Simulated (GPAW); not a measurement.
# ZnBi3 (Pm-3m) in GPAW: convergence with convergence criteria

Aim: find how far convergence criteria must go before the results for ZnBi3 settle, at r2SCAN. This setting moves, with any that are tied to it; all else stays.

Everything below comes from runs of GPAW 26.7.0. Logs are shortened: lines on timing, memory, paths and dates and some standing lists are left out, and cuts for length are marked. The log counts tension as positive stress, the text compression.

### 1 The structure

Symmetry: Pm-3m, No. 221, cubic system. Conventional cell: a = 4.873 Å, b = 4.873 Å, c = 4.873 Å, α = 90.00°, β = 90.00°, γ = 90.00°. Bi (site symmetry 4/mmm) is surrounded by 8 Bi at 3.45 Å and 4 Zn at 3.45 Å. Zn (site symmetry m-3m) is surrounded by 12 Bi at 3.45 Å.

The cell comes from a database or a generator and needn't be the stable form of this composition.

### 2 With convergence criteria density=0.001 energy=0.01 eigenstates=0.0001

run.py reads:

```python
from ase.dft.bandgap import bandgap
from ase.io import read, write
from ase.units import GPa
from gpaw import GPAW, PW

atoms = read('POSCAR')

calc = GPAW(mode=PW(600),
            xc='MGGA_X_R2SCAN+MGGA_C_R2SCAN',
            kpts={'size': (4, 4, 4), 'gamma': True},
            occupations={'name': 'fermi-dirac', 'width': 0.05},
            nbands=44,
            convergence={'density': 0.001, 'energy': 0.01, 'eigenstates': 0.0001},
            maxiter=100,
            txt='gpaw.txt')
atoms.calc = calc
energy = atoms.get_potential_energy()
forces = atoms.get_forces()
stress = atoms.get_stress()
calc.write('gs.gpw')
write('result.traj', atoms)
print(f'Energy: {energy:.6f} eV')
print('Forces (eV/A):')
print(forces.round(4))
print('Stress (GPa):', (stress / GPa).round(3))
print('Fermi level:', round(calc.get_fermi_level(), 4), 'eV')
print(f'Gap: {bandgap(calc)[0]:.4f} eV, direct: {bandgap(calc, direct=True)[0]:.4f} eV')
```

POSCAR reads:

```
ZnBi3
1.0
    4.8731640000      0.0000000000      0.0000000000
    0.0000000000      4.8731640000      0.0000000000
    0.0000000000      0.0000000000      4.8731640000
Bi Zn
3 1
Direct
    0.5000000000      0.5000000000      0.0000000000
    0.5000000000      0.0000000000      0.5000000000
    0.0000000000      0.5000000000      0.5000000000
    0.0000000000      0.0000000000      0.0000000000
```

Potentials or basis: GPAW PAW data sets (gpaw-data 1.2.1), pw.

The run is started by

```console
$ OMP_NUM_THREADS=1 python run.py
```

gpaw.txt:

```text
__  _  _
 | _ |_)|_||  |
 |__||  | ||/\| - 26.7.0

Input parameters:
  mode=PW(ecut=600.0),
  convergence={'density': 0.001, 'energy': 0.01, 'eigenstates': 0.0001},
  kpts=MonkhorstPack(size=(4, 4, 4), gamma=True),
  maxiter=100,
  nbands=44,
  occupations=Occupations(name='fermi-dirac', width=0.05),
  xc=XC(name='MGGA_X_R2SCAN+MGGA_C_R2SCAN')

Diagonalizing LCAO Hamiltonian
Converting LCAO to pw mode
    .-----------.
   /|           |
  / |           |
 *  |           |
 |  |           |
 | Bi           |
 |  .--Bi-------.
 | /     Bi    /
 |/           /
 Zn----------*

Atoms  # Å, Bohr magnetons
|   | symbol |        x |        y |        z |    initial magnetic moments |
|---|--------|----------|----------|----------|-----------------------------|
| 0 |     Bi | 2.436582 | 2.436582 | 0.000000 | ( 0.0000,  0.0000,  0.0000) |
| 1 |     Bi | 2.436582 | 0.000000 | 2.436582 | ( 0.0000,  0.0000,  0.0000) |
| 2 |     Bi | 0.000000 | 2.436582 | 2.436582 | ( 0.0000,  0.0000,  0.0000) |
| 3 |     Zn | 0.000000 | 0.000000 | 0.000000 | ( 0.0000,  0.0000,  0.0000) |

Unit cell  # Å
| periodic |        x |        y |        z |  lengths |    angles |
|----------|----------|----------|----------|----------|-----------|
|      yes | 4.873164 | 0.000000 | 0.000000 | 4.873164 | 90.000000 |
|      yes | 0.000000 | 4.873164 | 0.000000 | 4.873164 | 90.000000 |
|      yes | 0.000000 | 0.000000 | 4.873164 | 4.873164 | 90.000000 |

Number of symmetries: 48
Symmetry operations  # r_c * U_cc + t_c -> r_c
|    | kind |            matrix            |
|----|------|------------------------------|
|  0 |  E   |  1, 0, 0,  0, 1, 0,  0, 0, 1 |
|  1 |  σ   |  1, 0, 0,  0, 1, 0,  0, 0,-1 |
|  2 |  σ   |  1, 0, 0,  0, 0, 1,  0, 1, 0 |
|  3 |  C4  |  1, 0, 0,  0, 0, 1,  0,-1, 0 |
|  4 |  C4  |  1, 0, 0,  0, 0,-1,  0, 1, 0 |
|  5 |  σ   |  1, 0, 0,  0, 0,-1,  0,-1, 0 |
|  6 |  σ   |  1, 0, 0,  0,-1, 0,  0, 0, 1 |
|  7 |  C2  |  1, 0, 0,  0,-1, 0,  0, 0,-1 |
|  8 |  σ   |  0, 1, 0,  1, 0, 0,  0, 0, 1 |
|  9 |  C2  |  0, 1, 0,  1, 0, 0,  0, 0,-1 |
[... 146 lines left out ...]
  SVD Regularization: 0.005
  Good broyden scale: 1.0
  Trust region scale: 1.0
  Backstep threshold: 4.0
  History deletion threshold: 6.0
  Fourier metric: weight=20.0, sigma=0.015

occupation numbers:
  Fermi-Dirac:
    width: 0.0500  # eV

poisson solver:
  ecut: 4800.0  # eV

xc functional:
  name: MGGA_X_R2SCAN+MGGA_C_R2SCAN with 2 nearest neighbor stencil

convergence criteria:
- Maximum integral of absolute [dens]ity change: 0.001 electrons / valence electron
- Maximum [total energy] change in last 3 cyles: 0.01 eV / valence electron
- Maximum integral of absolute [eigenst]ate change: 0.0001 eV^2 / valence electron
maximum number of iterations: 100

SCF iterations
|iter     | |      energy | eigst |  dens |
|---------|-|-------------|-------|-------|
|iter:   1| |  -80.171077 | +0.59 |       |
|iter:   2| |  -71.598181 | -0.94 | -1.79 |
|iter:   3| |  -71.621464 | -2.53 | -1.87 |
|iter:   4| |  -71.665920c| -2.91 | -1.97 |
|iter:   5| |  -71.682091c| -3.14 | -2.16 |
|iter:   6| |  -71.678017c| -4.29c| -2.37 |
|iter:   7| |  -71.677109c| -4.13c| -2.55 |
|iter:   8| |  -71.676959c| -5.40c| -2.70 |
|iter:   9| |  -71.676551c| -4.32c| -2.79 |
|iter:  10| |  -71.675869c| -3.59 | -2.92 |
|iter:  11| |  -71.675944c| -5.80c| -3.62c|

Converged in 11 steps
Energy contributions relative to reference atoms: (reference = -1803406.475511)

Energy contributions:
  Kinetic:          69.201273
  Coulomb:         -63.047136
  Zero:             -4.053380
  External:          0.000000
  Xc:              -73.755650
  Entropy:          -0.042103
  Spinorbit:         0.000000
  ----------------------------
  Free energy:     -71.696996
  Extrapolated:    -71.675944

dipole moment: (-28.266832, -28.266832, -28.266832)  # |e|*Ang

Fermi level: 6.623
Eigenvalues  # (at kpt = [0.000, 0.000, 0.000])
| band index |      eig [eV] | occ [0-2] |
|------------|---------------|-----------|
|          0 |       -17.331 |     2.000 |
|        ... |               |           |
|         19 |        -0.268 |     2.000 |
|         20 |        -0.268 |     2.000 |
|         21 |        -0.214 |     2.000 |
|         22 |        -0.214 |     2.000 |
|         23 |         2.575 |     2.000 |
|         24 |         2.575 |     2.000 |
[... 8 lines left out ...]
|         33 |        12.398 |     0.000 |
|         34 |        12.425 |     0.000 |
|        ... |               |           |
|         43 |        19.437 |     0.000 |

No gap
No difference between direct/indirect transitions

Forces  # eV/Ang
|        x |        y |        z |
|----------|----------|----------|
| -0.00000 |  0.00000 |  0.00000 |  # Bi   0
| -0.00000 |  0.00000 |  0.00000 |  # Bi   1
|  0.00000 | -0.00000 |  0.00000 |  # Bi   2
| -0.00000 | -0.00000 | -0.00000 |  # Zn   3

Stress tensor  # eV/Ang^3
|        x |        y |        z |
|----------|----------|----------|
| 0.001696 | 0.000000 | 0.000000 |
| 0.000000 | 0.001696 | 0.000000 |
| 0.000000 | 0.000000 | 0.001696 |

# Writing to gs.gpw (mode='')
```

Wall time 73 s (1 thread of Arm Neoverse V2, shared host); peak memory 0.39 GiB.

What came out:

* Free energy: -71.6970 eV
* Pressure: -0.3 GPa
* Band gap on the k mesh: none (metal or under the smearing width)

### 3 With convergence criteria default

Changes to run.py since step 2:

```diff
@@ -12,3 +12,2 @@
             nbands=44,
-            convergence={'density': 0.001, 'energy': 0.01, 'eigenstates': 0.0001},
             maxiter=100,
```

POSCAR is that of step 2.

Potentials or basis: GPAW PAW data sets (gpaw-data 1.2.1), pw.

The run is started by

```console
$ OMP_NUM_THREADS=1 python run.py
```

Run time: 89 s. Hardware: 1 thread of Arm Neoverse V2, shared host; peak memory 0.39 GiB.

Results (log left out):

```yaml
Free_energy: -71.6970 eV
Pressure: -0.2 GPa
Band_gap_on_the_k_mesh: none (metal or under the smearing width)
```

### 4 With convergence criteria density=1e-05 energy=1e-05

Changes to run.py since step 3:

```diff
@@ -12,2 +12,3 @@
             nbands=44,
+            convergence={'density': 1e-05, 'energy': 1e-05},
             maxiter=100,
```

POSCAR is that of step 3.

The run is started by

```console
$ OMP_NUM_THREADS=1 python run.py
```

Run time: 92 s. Hardware: 1 thread of Arm Neoverse V2, shared host; peak memory 0.39 GiB.

Results (log left out):

```yaml
Free_energy: -71.6970 eV
Pressure: -0.2 GPa
Band_gap_on_the_k_mesh: none (metal or under the smearing width)
```

### 5 With convergence criteria density=1e-05 forces=0.0001

Changes to run.py since step 4:

```diff
@@ -12,3 +12,3 @@
             nbands=44,
-            convergence={'density': 1e-05, 'energy': 1e-05},
+            convergence={'density': 1e-05, 'forces': 0.0001},
             maxiter=100,
```

POSCAR is that of step 4.

The run is started by

```console
$ OMP_NUM_THREADS=1 python run.py
```

Run time: 96 s. Hardware: 1 thread of Arm Neoverse V2, shared host; peak memory 0.39 GiB.

Results (log left out):

```yaml
Free_energy: -71.6970 eV
Pressure: -0.2 GPa
Band_gap_on_the_k_mesh: none (metal or under the smearing width)
```

### 6 With convergence criteria density=1e-06 energy=1e-06 eigenstates=1e-10

Changes to run.py since step 5:

```diff
@@ -12,3 +12,3 @@
             nbands=44,
-            convergence={'density': 1e-05, 'forces': 0.0001},
+            convergence={'density': 1e-06, 'energy': 1e-06, 'eigenstates': 1e-10},
             maxiter=100,
```

POSCAR is that of step 5.

Potentials or basis: GPAW PAW data sets (gpaw-data 1.2.1), pw.

The run is started by

```console
$ OMP_NUM_THREADS=1 python run.py
```

Wall time 1.8 min (1 thread of Arm Neoverse V2, shared host); peak memory 0.39 GiB.

Results (log left out):

* Free energy: -71.6970 eV
* Pressure: -0.2 GPa
* Band gap on the k mesh: none (metal or under the smearing width)

### 7 The series at a glance

| convergence criteria | energy less the tightest run, at zero smearing (meV/atom) | pressure (GPa) | SCF cycles | CPU time (s) | peak memory (GiB) |
| --- | --- | --- | --- | --- | --- |
| density=0.001 energy=0.01 eigenstates=0.0001 | -0.01 | -0.27 | 11 | 73 | 0.39 |
| default | 0.00 | -0.22 | 13 | 89 | 0.39 |
| density=1e-05 energy=1e-05 | 0.00 | -0.22 | 14 | 92 | 0.39 |
| density=1e-05 forces=0.0001 | 0.00 | -0.22 | 15 | 96 | 0.39 |
| density=1e-06 energy=1e-06 eigenstates=1e-10 | 0.00 | -0.22 | 16 | 110 | 0.39 |

Against the tightest run, the energy stays within 1 meV/atom from density=0.001 energy=0.01 eigenstates=0.0001 on; the pressure stays within 0.1 GPa from density=0.001 energy=0.01 eigenstates=0.0001 on. The tightest run that finished is the yardstick and may itself not be fully converged.

Caveats: the PAW data sets were made with another functional, which shifts forces and pressure a little; spin-orbit coupling is left out, which moves the levels of the heavy elements.
